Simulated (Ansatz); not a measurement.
# Ga2BH (triplet): wave-function methods side by side at distance Ga2–Ga3 = 4.849 Å, cc-pVDZ

An exercise on one series of results from a longer session: the logs are not shown, and one member is left open.

Computed with Ansatz 0.2.0, Gaussian basis. Level: cc-pVDZ, core rule «outside noble gas», up to 29 orbitals frozen.

Plan: UHF; CCSD(T) on ROHF; CCSD(T) on UHF; BCCD(T) on ROHF; CISD.

32 further runs of the same task are left out: 2 for a mislabelled method, 24 that didn't finish, 6 set aside as unsound or not needed.

### The system

The geometry derives from a PBE0/def2-TZVP stationary point (not a proven minimum). One bond is set to the value named and the two fragments are kept rigid. No spin-orbit coupling is included. The filled d shell of Ga may be among the frozen orbitals whatever the setting's name suggests; the logs give the count.

4 atoms, charge 0, spin multiplicity 3.

Atoms are counted from 1 here; the program's logs count them from 0.

Bond lengths: B1–Ga2 1.941 Å, B1–H4 1.189 Å. Angles: Ga2–B1–H4 180.0°.

Set-up of the first run:

Contents of in.yaml:

```yaml
crystal:
  periodic: [false, false, false]
  atoms:
    - {symbol: B, position_ang: [0.000000, 0.000000, 1.885610]}
    - {symbol: Ga, position_ang: [0.000000, 0.000000, -0.055374]}
    - {symbol: Ga, position_ang: [0.000000, 0.000000, -4.904374]}
    - {symbol: H, position_ang: [0.000000, 0.000000, 3.074138]}
basis:
  gaussian: {orbitals: cc-pVDZ}
magnetization: {spin_polarized: true, initial_magnetization: 2}
hamiltonian: {xc: hf}
output: {orbitals: {seedname: orbitals}}
```

Command:

```
> ansatz run in.yaml --threads 1 --pin off --events-out ev --progress --plain --max-ram 2393MiB
```

Among the steps run: UHF; CCSD(T) on ROHF; CCSD(T) on UHF; BCCD(T) on ROHF; CISD.

One table of the session follows, with a row left open; its other results are not shown here.

It belongs to the step «Misses and costs». 

| method | from RCCSD(T) (meV) |
| --- | --- |
| UHF | +4788.9 |
| RMP2 | +1849.3 |
| UMP2 | +1239.4 |
| RCCSD | +294.5 |
| UCCSD | ? |
| RCCSD(T) | 0 |
| UCCSD(T) | +17.5 |
| BCCD(T) | +38.6 |

**Question.** Estimate the row for UCCSD.

The run gave: from RCCSD(T) (meV): +175.4. In the column «from RCCSD(T) (meV)» it lies between BCCD(T) (+38.6) and RCCSD (+294.5).

Not comparable, so not listed: CISD (they don't share determinant, frozen orbitals or solution with the rows shown, or repeat one).

Left out of the table: ROHF (another determinant or state than the rows shown).

Limits of these values: The determinant is far from a pure spin state, so its energy mixes those of several spin states (harmless only where they are near-degenerate, as at dissociation). Warnings: spin contamination; coupled cluster took another determinant than the lowest; large T1 diagnostic. Restricted and unrestricted rows rest on different reference determinants; where their highest levels disagree by more than a few hundredths of an eV, they describe different states and don't form one ladder.
